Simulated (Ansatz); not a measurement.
# GeH₄Cl (doublet): wave-function methods side by side at distance Ge1–H5 along a hydrogen transfer = 1.974 Å, cc-pVDZ

How much of the correlation energy of GeH₄Cl (doublet) does each wave-function method recover here?

Program: Ansatz 0.2.0, Gaussian basis. Level of theory: cc-pVDZ, core rule «outside noble gas», up to 19 orbitals frozen. These are calculated values, not measurements.

The runs, in order: UHF; CCSD(T) on ROHF; CCSD(T) on UHF; BCCD(T) on ROHF; CISD; CCSDT(Q) on ROHF; CCSDT(Q) on UHF; CASSCF and MRCISD+Q, 3 electrons in 3 orbitals; CASSCF and NEVPT2, 3 electrons in 3 orbitals; CASSCF and MRCISD+Q, 15 electrons in 12 orbitals; CASSCF and NEVPT2, 15 electrons in 12 orbitals.

## Step 1: The geometry

The geometry derives from fragments relaxed apart (PBE0/def2-TZVP) and kept rigid, so it is no stationary point. A hydrogen atom is moved between rigid fragments. No spin-orbit coupling is included. The filled d shell of Ge may be among the frozen orbitals whatever the setting's name suggests; the logs give the count.

6 atoms, charge 0, spin multiplicity 2.

Atoms are counted from 1 here; the program's logs count them from 0.

Bond lengths: Ge1–H2 1.534 Å, Ge1–H3 1.534 Å, Ge1–H4 1.534 Å, H5–Cl6 1.350 Å. Angles: H2–Ge1–H3 109.5°, H2–Ge1–H4 109.5°, H3–Ge1–H4 109.5°.

## Step 2: UHF

File in.yaml:

```yaml
crystal:
  periodic: [false, false, false]
  atoms:
    - {symbol: Ge, position_ang: [-1.054976, 0.000000, 0.000000]}
    - {symbol: H, position_ang: [-1.566426, 1.446599, 0.000000]}
    - {symbol: H, position_ang: [-1.566426, -0.723300, 1.252792]}
    - {symbol: H, position_ang: [-1.566426, -0.723299, -1.252792]}
    - {symbol: H, position_ang: [0.919024, 0.000000, 0.000000]}
    - {symbol: Cl, position_ang: [2.269024, 0.000000, 0.000000]}
basis:
  gaussian: {orbitals: cc-pVDZ}
magnetization: {spin_polarized: true, initial_magnetization: 1}
hamiltonian: {xc: hf}
output: {orbitals: {seedname: orbitals}}
```

On the command line:

```bash
$ ansatz run in.yaml --threads 1 --pin off --events-out ev --progress --plain --max-ram 2816MiB --backend cpu
```

Further steps of the session: CCSD(T) on ROHF; CCSD(T) on UHF; BCCD(T) on ROHF; CISD; CCSDT(Q) on ROHF; CCSDT(Q) on UHF; CASSCF and MRCISD+Q, 3 electrons in 3 orbitals; CASSCF and NEVPT2, 3 electrons in 3 orbitals; CASSCF and MRCISD+Q, 15 electrons in 12 orbitals; CASSCF and NEVPT2, 15 electrons in 12 orbitals.

Q: Predict the results of all the runs planned. Wanted: UCCSDT(Q) below the RHF energy; RMP2 from UCCSDT(Q); UMP2 from UCCSDT(Q); RCCSD from UCCSDT(Q); RCCSD(T) from UCCSDT(Q); UCCSD(T) from UCCSDT(Q); RCCSDT(Q) from UCCSDT(Q); NEVPT2 pair from UCCSDT(Q); MRCISD+Q pair from UCCSDT(Q).

The runs gave:

```
                         quantity                                                   value
   UCCSDT(Q) below the RHF energy                                              -8.0522 eV
              RMP2 from UCCSDT(Q)                                             +1286.0 meV
              UMP2 from UCCSDT(Q)                                             +1293.0 meV
             RCCSD from UCCSDT(Q)                                              +184.7 meV
          RCCSD(T) from UCCSDT(Q)                                               +36.7 meV
          UCCSD(T) from UCCSDT(Q)                                               +33.9 meV
         RCCSDT(Q) from UCCSDT(Q)                                                +3.2 meV
       NEVPT2 pair from UCCSDT(Q)                                             +1282.5 meV
     MRCISD+Q pair from UCCSDT(Q)                                               +74.6 meV
    NEVPT2 valence from UCCSDT(Q)                                             +1492.5 meV
levels within 1 kcal/mol (43 meV)  RCCSD(T), UCCSD(T), BCCD(T), RCCSDT, UCCSDT, RCCSDT(Q)
                    T1 diagnostic                                                   0.014
   effectively unpaired electrons                                                    1.02
```

What this shows: RCCSD(T) lands +36.7 meV from the yardstick (0.5 % of the correlation energy). One determinant dominates. Of the multireference levels listed MRCISD+Q valence comes nearest in total energy (+45.6 meV), which doesn't show that its space is the better one. These misses are within one basis, not against nature; the frozen cores of restricted and unrestricted runs differ, which can shift their rows.
